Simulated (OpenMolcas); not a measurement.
**HF/ANO-RCC-VDZP (sfX2C) run of C2H10OSi2 (SMILES C[SiH2]O[SiH2]C)**

What is the vertical singlet–triplet gap of C2H10OSi2 at HF/ANO-RCC-VDZP (sfX2C)? 

The results are computed with OpenMolcas 26.06.

### Step 1. Starting point

C2H10OSi2: 15 atoms, total charge 0, spin state singlet. SMILES: `C[SiH2]O[SiH2]C`. The shape is that of a GFN2-xTB optimisation. This is one conformer, not always the lowest.

Bond lengths: C1–Si2 1.896 Å, Si2–O3 1.620 Å, O3–Si4 1.620 Å, Si4–C5 1.896 Å, C1–H6 1.087 Å, C1–H7 1.087 Å, C1–H8 1.086 Å, Si2–H9 1.466 Å, Si2–H10 1.464 Å, Si4–H11 1.464 Å, Si4–H12 1.466 Å, C5–H13 1.087 Å, C5–H14 1.087 Å, C5–H15 1.086 Å. Some angles: C1–Si2–O3 109.4°, Si2–O3–Si4 170.0°, O3–Si4–C5 109.2°, C1–Si2–H9 111.1°, C1–Si2–H10 111.8°, O3–Si2–H9 106.9°, O3–Si2–H10 105.1°, Si2–C1–H6 111.5°, Si2–C1–H7 111.3°, Si2–C1–H8 111.1°.

### Step 2. The energy at HF/ANO-RCC-VDZP (sfX2C)

The input, coord.xyz:

```xyz
15

C     -2.682080     0.179690    -0.144180
Si    -1.208250    -0.649630    -1.001840
O      0.155930     0.120900    -0.590480
Si     1.420140     0.874950     0.085650
C      2.484010    -0.395860     1.006080
H     -2.593150     0.129730     0.938150
H     -2.757810     1.229400    -0.416490
H     -3.616480    -0.300250    -0.419790
H     -1.059140    -2.041510    -0.566990
H     -1.290400    -0.530450    -2.458670
H      2.143690     1.484130    -1.031750
H      0.883960     1.880180     1.008340
H      1.926630    -0.881240     1.803110
H      2.838290    -1.174720     0.335800
H      3.354650     0.074670     1.453070
```

The input, job.inp:

```
>>> EXPORT MOLCAS_PRINT=2

&gateway
  coord
  coord.xyz
  basis
  ANO-RCC-VDZP
  group
  NoSym
  rx2c

&seward
  expert

&scf
  prorbitals
  0
```

Command:

```bash
$ export MOLCAS_MEM=1860
$ pymolcas job.inp > job.log
```

What it wrote:

```text
--- Start Module: gateway ---
[...]
--- Stop Module: gateway /rc=_RC_ALL_IS_WELL_ ---
--- Start Module: seward ---
[...]
 ###    WARNING:  EXPERT option is ON!                                       ###
 ###############################################################################
               SEWARD will generate:
[...]
      Basis functions          128
--- Stop Module: seward /rc=_RC_ALL_IS_WELL_ ---
[...]
--- Start Module: scf ---
[...]
       Convergence after  11 Iterations
[...]
::    Total SCF energy                               -735.7584446357
[...]
      Total spin, S                                     0.0000000000
[...]
      Total electronic charge=   58.000000
      Total            charge=   -0.000000
[...]
      Dipole Moment (debye):
      Origin of the operator (angstrom)=    0.0554    0.0520   -0.2272
                   X= -1.8418E-01               Y= -1.3975E-01               Z=  6.7203E-01           Total=  7.1068E-01
      Quadrupole Moment (debye*angstrom):
[...]
--- Stop Module: scf /rc=_RC_ALL_IS_WELL_ ---
[...]
```

Wall time 60 s (1 thread of Arm Neoverse V1, shared host); peak memory 0.91 GiB.

### Step 3. The triplet, same level

coord.xyz is that of step 2.

The input, job.input:

```
* C2H10OSi2 Hartree-Fock

&GATEWAY
  Coord
  coord.xyz
  Basis
  ANO-RCC-VDZP
  Group
  NoSym
  RX2C

&SEWARD
  Expert

&SCF
  UHF
  Spin
  3
  PrOrbitals
  0
```

Command:

```bash
$ export MOLCAS_MEM=1860
$ pymolcas job.input > job.log
```

What it wrote:

```text
--- Start Module: gateway ---
[...]
--- Stop Module: gateway /rc=_RC_ALL_IS_WELL_ ---
--- Start Module: seward ---
[...]
 ###    WARNING:  EXPERT option is ON!                                       ###
 ###############################################################################
               SEWARD will generate:
[...]
      Basis functions          128
--- Stop Module: seward /rc=_RC_ALL_IS_WELL_ ---
[...]
--- Start Module: scf ---
[...]
       Convergence after  86 Iterations
[...]
::    Total SCF energy                               -735.4574889298
[...]
      Total spin, S                                     1.0051299919
[...]
      Total electronic charge=   58.000000
      Total            charge=   -0.000000
[...]
      Dipole Moment (debye):
      Origin of the operator (angstrom)=    0.0554    0.0520   -0.2272
                   X=  2.6056E-02               Y=  1.0797E-02               Z= -1.2954E-01           Total=  1.3257E-01
      Quadrupole Moment (debye*angstrom):
[...]
--- Stop Module: scf /rc=_RC_ALL_IS_WELL_ ---
[...]
```

It took 2.5 min on 1 thread of Arm Neoverse V1, shared host; peak memory 0.91 GiB.

### Step 4. Outcome

At HF/ANO-RCC-VDZP (sfX2C):

```
                                        quantity          value
                           singlet: total energy  -735.75844 Eh
                          singlet: dipole moment         0.71 D
                            singlet: HOMO energy      -11.52 eV
                            singlet: LUMO energy        2.24 eV
                          singlet: HOMO–LUMO gap       13.77 eV
                           triplet: total energy  -735.45749 Eh
                          triplet: dipole moment         0.13 D
     triplet: HOMO energy (highest over α and β)       -2.10 eV
                                   triplet: ⟨S²⟩          2.015
vertical energy of the triplet above the singlet       8.189 eV
```

What this shows: At this shape the triplet lies 8.19 eV (790 kJ/mol) above the singlet.
